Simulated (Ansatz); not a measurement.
# Zn2Cu3Si2Se8: the cost of one run

Method: DFT PBEsol, plane waves, PAW, scalar-relativistic, no spin polarisation, in Ansatz 0.2.0.

### Step 1. The starting structure

The cell holds 15 atoms (Cu3Se8Si2Zn2): a = 5.732 Å, b = 5.732 Å, c = 11.332 Å, α = 90.00°, β = 90.00°, γ = 90.00°.

As a file:

```xyz
15
Lattice="5.7317 0.0000 0.0000 0.0000 5.7317 0.0000 0.0000 0.0000 11.3322" Properties=species:S:1:pos:R:3 pbc="T T T"
Zn    0.0000    2.8658    2.8331
Si    0.0000    0.0000    5.6661
Cu    0.0000    0.0000    0.0000
Cu    2.8658    0.0000    2.8331
Se    1.4585    1.5113    9.9632
Se    1.4073    1.3546    4.2971
Se    4.3771    1.4073    7.0351
Se    4.2204    1.4585    1.3690
Zn    2.8658    0.0000    8.4992
Si    2.8658    2.8658    0.0000
Cu    2.8658    2.8658    5.6661
Se    4.3244    4.3771    4.2971
Se    4.2732    4.2204    9.9632
Se    1.5113    4.2732    1.3690
Se    1.3546    4.3244    7.0351
```

### Step 2. Run 1

250 steps of 2 fs under a Langevin thermostat at 500 K.

Input file input.yaml:

```yaml
accuracy: low
crystal:
  lattice:
    - [5.731698, 0.0, 0.0]
    - [0.0, 5.731698, 0.0]
    - [0.0, 0.0, 11.33221]
  atoms:
    - { symbol: Zn, position: [0.0, 0.5, 0.25] }
    - { symbol: Si, position: [0.0, 0.0, 0.5] }
    - { symbol: Cu, position: [0.0, 0.0, 0.0] }
    - { symbol: Cu, position: [0.5, 0.0, 0.25] }
    - { symbol: Se, position: [0.2544635, 0.2636715, 0.8791935] }
    - { symbol: Se, position: [0.2455365, 0.2363285, 0.3791935] }
    - { symbol: Se, position: [0.7636715, 0.2455365, 0.6208065] }
    - { symbol: Se, position: [0.7363285, 0.2544635, 0.1208065] }
    - { symbol: Zn, position: [0.5, 0.0, 0.75] }
    - { symbol: Si, position: [0.5, 0.5, 0.0] }
    - { symbol: Cu, position: [0.5, 0.5, 0.5] }
    - { symbol: Se, position: [0.7544635, 0.7636715, 0.3791935] }
    - { symbol: Se, position: [0.7455365, 0.7363285, 0.8791935] }
    - { symbol: Se, position: [0.2636715, 0.7455365, 0.1208065] }
    - { symbol: Se, position: [0.2363285, 0.7544635, 0.6208065] }
total_charge: -1
basis:
  ecutwfc: 420.0
kpoints:
  mp_grid: { grid: [2, 2, 1] }
hamiltonian:
  xc: pbesol
scf:
  occupations: { method: fermi_dirac, width: 0.05 }
  lower_state_search: "off"
md:
  timestep: 2
  n_steps: 250
  ensemble: nvt_langevin
  temperature: 500.0
  initial_velocities: maxwell_boltzmann
  seed: 857193
  friction: 0.02
```

On the command line:

```sh
$ ansatz run input.yaml --threads 2 --pin off --max-ram 5120MiB --backend cpu --events-out ev --progress --plain --runs-dir out
```

Q: Estimate wall time and peak memory on 2 threads of Arm Neoverse V1, shared host.

About 26 min, with a peak of 1.1 GiB.
